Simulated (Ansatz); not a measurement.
**CH6OSSi2: single point in a Gaussian basis from a Python script**

Wanted for CH6OSSi2: a single point in a Gaussian basis. SMILES: O[SiH]1CS[SiH2]1.

Program: Ansatz 0.2.0, driven from Python. Level of theory: wB97X/def2-SVP. These are calculated values, not measurements.

### Step 1. The system

Bond lengths: O1–Si2 1.598 Å, Si2–C3 1.915 Å, C3–S4 1.804 Å, Si2–Si5 2.267 Å, S4–Si5 2.109 Å, O1–H6 1.002 Å, Si2–H7 1.516 Å, C3–H8 1.056 Å, C3–H9 1.127 Å, Si5–H10 1.476 Å, Si5–H11 1.466 Å. Angles (14 of 20 angles, heavy atoms first): O1–Si2–C3 113.8°, O1–Si2–Si5 116.1°, C3–Si2–Si5 80.9°, Si2–C3–S4 94.7°, C3–S4–Si5 88.0°, Si2–Si5–S4 77.3°, O1–Si2–H7 111.2°, C3–Si2–H7 115.0°, Si5–Si2–H7 116.8°, Si2–O1–H6 119.5°, Si2–C3–H8 112.1°, Si2–C3–H9 111.4°, S4–C3–H8 119.4°, S4–C3–H9 114.9°.

The script holds or builds the structure itself.

### Step 2. Script

energy_ch6ossi2.py reads:

```python
# -*- coding: utf-8 -*-
"""Single point of CH6OSSi2 in a Gaussian basis."""

from pathlib import Path
import json

import ansatz as az
import numpy as np

GEOMETRY = """
O    -1.00120    1.76340    0.73590
Si    0.24050    0.77570    0.54640
C    -0.17480   -1.06290    0.88190
S    -0.90350   -1.34880   -0.74320
Si    0.55080   -0.04840   -1.54310
H    -1.90950    1.47860    0.42460
H     1.47010    1.29620    1.26450
H    -0.76990   -1.18400    1.74620
H     0.75520   -1.66230    1.09610
H     1.80090   -0.80880   -1.73970
H     0.00670    0.74440   -2.64910
"""


def main():
    mol = az.Crystal.molecule()
    for line in GEOMETRY.strip().splitlines():
        symbol, *xyz = line.split()
        mol = mol.atom(symbol, [float(v) for v in xyz])

    setup = (
        mol.calculation()
        .basis(gaussian="def2-SVP")
        .functional(az.LibraryFunctional("wB97X"))
        .forces()
        .orbitals()
    )
    print(setup.to_yaml())
    outcome = setup.run(runs_dir="out")
    data = outcome.report

    print("reference energy %16.6f eV" % data["reference_energy_ev"])
    print("total energy     %16.6f eV" % data["free_energy_ev"])
    print("occupied orbitals outside the frozen core (up, down):", data["n_occupied"], " frozen:", data["n_frozen"], " virtual:", data["n_virtual"])

    state = data["mean_field"]["state"]
    print(f"mean field: {state['energy']['hartree']:.7f} Ha, <S^2> = {abs(state['spin_squared']):.4f}, stability: {state.get('stability', {}).get('kind')}")

    symbols = [site.symbol for site in mol.cartesian_sites]
    print("forces (eV/A)")
    for symbol, f in zip(symbols, data["forces_ev_ang"]):
        print(f"  {symbol:2s} {f[0]:9.4f} {f[1]:9.4f} {f[2]:9.4f}")

    charges = data["charge_distribution"]
    print("dipole moment", round(4.803205 * float(np.linalg.norm(charges["dipole_moment_e_ang"])), 3), "D")
    print("Mulliken:", [(s, round(q, 3)) for s, q in zip(symbols, charges["mulliken_charges_e"])])

    lines = Path(data["orbitals_path"]).read_text().splitlines()
    field_of = lambda key: [line.split("=")[1].strip() for line in lines if line.startswith(key)]
    orbitals = [(27.211386 * float(e), s, float(n)) for e, s, n in zip(field_of("Ene="), field_of("Spin="), field_of("Occup="))]
    homo = max(e for e, _, n in orbitals if n > 0.5)
    lumo = min(e for e, _, n in orbitals if n < 0.5)
    print(f"HOMO {homo:.3f} eV, LUMO {lumo:.3f} eV, gap {lumo - homo:.3f} eV")
    with open("ch6ossi2.json", "w") as handle:
        json.dump({k: data[k] for k in ("free_energy_ev", "reference_energy_ev", "n_occupied", "n_virtual")}, handle, indent=1)


if __name__ == "__main__":
    main()
```

### Step 3. Running it

Command:

```
$ python energy_ch6ossi2.py
```

**Question.** What results will this script give? Wanted: total energy; largest force; dipole moment; HOMO-LUMO gap of the mean field.

As calculated:

| quantity | value |
| --- | --- |
| total energy | -29761.3336 eV |
| largest force | 3.559 eV/Å |
| dipole moment | 0.45 D |
| HOMO-LUMO gap of the mean field (wB97X/def2-SVP) | 11.22 eV |

**Reading.** Forces reach 3.56 eV/Å, so the atoms aren't at rest. Notes:
- The geometry is a force-field or estimated start, not a minimum of this method, and the basis set is short of its limit.
- Levels such as HOMO and LUMO are orbital energies: with these approximate functionals they aren't the ionisation energy and electron affinity, and their gap isn't the fundamental gap.
